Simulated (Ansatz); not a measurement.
Crystal: VWC2.

```
W V C
1.0
     1.51704    0.87586    4.93389
    -1.51704    0.87586    4.93389
     0.00000   -1.75173    4.93389
W V C
1 1 2
Direct
  0.00000 0.00000 0.00000
  0.50000 0.50000 0.50000
  0.24649 0.24649 0.24649
  0.75351 0.75351 0.75351
```

The cell comes from a database or a generator and needn't be the stable form of this composition.

Base run:

| Quantity | Value |
| --- | --- |
| Program | Ansatz 0.2.0 |
| Functional | PBE |
| Potentials or basis | Ansatz PAW |
| Cutoff | 420 eV (not typed: the program's choice for these potentials) |
| k mesh | 10 × 10 × 10 |
| Occupations | fermi-dirac, width 0.05 eV |
| Spin | collinear spin, ferromagnetic start |
| Starting moments | [0.0, 2.0, 0.0, 0.0] μB |
| Hubbard terms | V d U = 4 eV, W d U = 4 eV |

Its results: band gap on the k mesh none (metal or under the smearing width); pressure 12.0 GPa; net moment 1.04 μB per cell; site moments W -0.34; V +1.35; C -0.03 μB; largest force 1.194 eV/Å.

Task: The run is repeated on the same cell with these changes: hubbard terms from V d U = 4 eV, W d U = 4 eV to V d U = 2 eV, W d U = 2 eV. What comes out?

Result: Band gap on the k mesh none (metal or under the smearing width); pressure 1.4 GPa; net moment 0.74 μB per cell; site moments W -0.06; V +0.77; C -0.05 μB; largest force 0.227 eV/Å.

Caveats: the magnetic or orbital state may not be the lowest; the U is typed as a test and isn't derived for this compound; the density of states is complete only up to the lowest level of the last band computed; forces of over 1 eV/Å show positions far from the minimum, so gaps and moduli don't describe the material at rest (some runs).
